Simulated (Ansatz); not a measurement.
# Li: the cost of one run

Computed with Ansatz 0.2.0 (DFT PBEsol, scalar-relativistic, unless a step's input says otherwise).

## Step 1: The starting structure

The structure is trigonal, space group R-3m (No. 166). The conventional cell has a = 3.101 Å, b = 3.101 Å, c = 22.765 Å, α = 90.00°, β = 90.00°, γ = 120.00°. Around Li (site symmetry -3m) lie 12 Li at 3.10 Å. Li (site symmetry 3m) is surrounded by 12 Li at 3.09 to 3.10 Å.

Coordinates:

```
Li
1.0
     1.55050    0.89518    7.58830
    -1.55050    0.89518    7.58830
     0.00000   -1.79036    7.58830
Li
3
Cartesian
  0.0000 0.0000 0.0000
  0.0000 0.0000 5.0538
  0.0000 0.0000 17.7111
```

Atoms are numbered in the order of the input: Li1, Li2, Li3.

## Step 2: The deformed structure

Space group R-3m before, R-3m after.

## Step 3: Full-potential LAPW

Contents of input.yaml:

```yaml
crystal:
  lattice:
    - [1.5504989657, 0.8951809952, 7.512417]
    - [-1.5504989657, 0.8951809952, 7.512417]
    - [0.0, -1.7903619905, 7.512417]
  atoms:
    - { symbol: Li, position: [0.0, 0.0, 0.0] }
    - { symbol: Li, position: [0.222, 0.222, 0.222] }
    - { symbol: Li, position: [0.778, 0.778, 0.778] }
kpoints:
  mp_grid: { grid: [12, 12, 12] }
  band_path:
    path:
      - [0.0, 0.0, 0.0]
      - [0.5, 0.5, 0.5]
      - [0.8238672336, 0.1761327664, 0.5]
      - [0.5, -0.1761327664, 0.1761327664]
      - [0.5, 0.0, 0.0]
      - [0.0, 0.0, 0.0]
      - [0.3380663832, -0.3380663832, 0.0]
      - [0.6619336168, 0.0, 0.3380663832]
      - [0.5, 0.0, 0.5]
    npoints: 5
scf:
  occupations: { method: fermi_dirac, width: 0.05 }
hamiltonian:
  xc: pbesol
  pseudopotentials: { kind: all_electron, lapw: { basis_error: 0.001 } }
output:
  forces: true
  stress: true
  eigenvalues: true
```

Command:

```console
> ansatz run input.yaml --threads 1 --pin off --max-ram 6144MiB --backend cpu --events-out ev --progress --plain --runs-dir out
```

What time and memory should one allow on 1 thread of Arm Neoverse N1, shared host?

About 11 s, with a peak of 0.24 GiB.
